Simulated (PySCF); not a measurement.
# BeGe: from the state search to spectroscopic constants

The task here is to estimate one member of a computed series from the others.

Method: Be pcseg-1, Ge pcseg-1, no relativity; program: PySCF 2.14.0.

Set-up of the first run:

Settings of the job:

```
atoms                         : Be, Ge
charge                        : 0
basis                         : Be pcseg-1, Ge pcseg-1
Hamiltonian                   : no relativity
basis functions               : 36
electrons treated             : 36
masses in u                   : 9.0122, 73.9212
levels                        : PBE0, PBE, r²SCAN, M06, M06-2X, B97-3, HF, MP2, SCS-MP2, CCSD, CCSD(T)
grid                          : 80 radial by 434 angular points
occupations                   : held fixed by the projection of orbital angular momentum
dissociation limit            : Be + Ge, each in its ground configuration
starting distance in angstrom : 2.120
values of 2S to try           : 0, 2
```

Started as:

```sh
OMP_NUM_THREADS=1 python dia.py task.json out
```

Among the steps run: Set-up; First curve: PBE0; Other states along the same grid; PBE; r²SCAN (meta-GGA); M06 (hybrid meta-GGA); M06-2X (hybrid meta-GGA); B97-3 (global hybrid GGA); UHF; MP2 and coupled cluster.

One of the session's tables, all rows but one given; the rest of the session is left out.

```
      level  Re (Å)  ωe (cm⁻¹)  De (eV)
        UHF   2.260        358    0.350
    UHF-MP2       ?          ?        ?
UHF-SCS-MP2   2.202        498     0.75
   UHF-CCSD   2.259        422     0.67
UHF-CCSD(T)   2.243        451     0.82
        PBE   2.174        515     1.65
     r²SCAN   2.154        515     1.67
       PBE0   2.173        506     1.44
      B97-3   2.179        499     1.28
        M06   2.166        506     1.32
     M06-2X   2.196        492     1.22
```

Estimate the missing values for UHF-MP2.

The run gave: Re (Å): 2.184; ωe (cm⁻¹): 542; De (eV): 0.95. In the column «Re (Å)» it lies between B97-3 (2.179) and M06-2X (2.196).

De is counted to Be + Ge in their ground configurations.
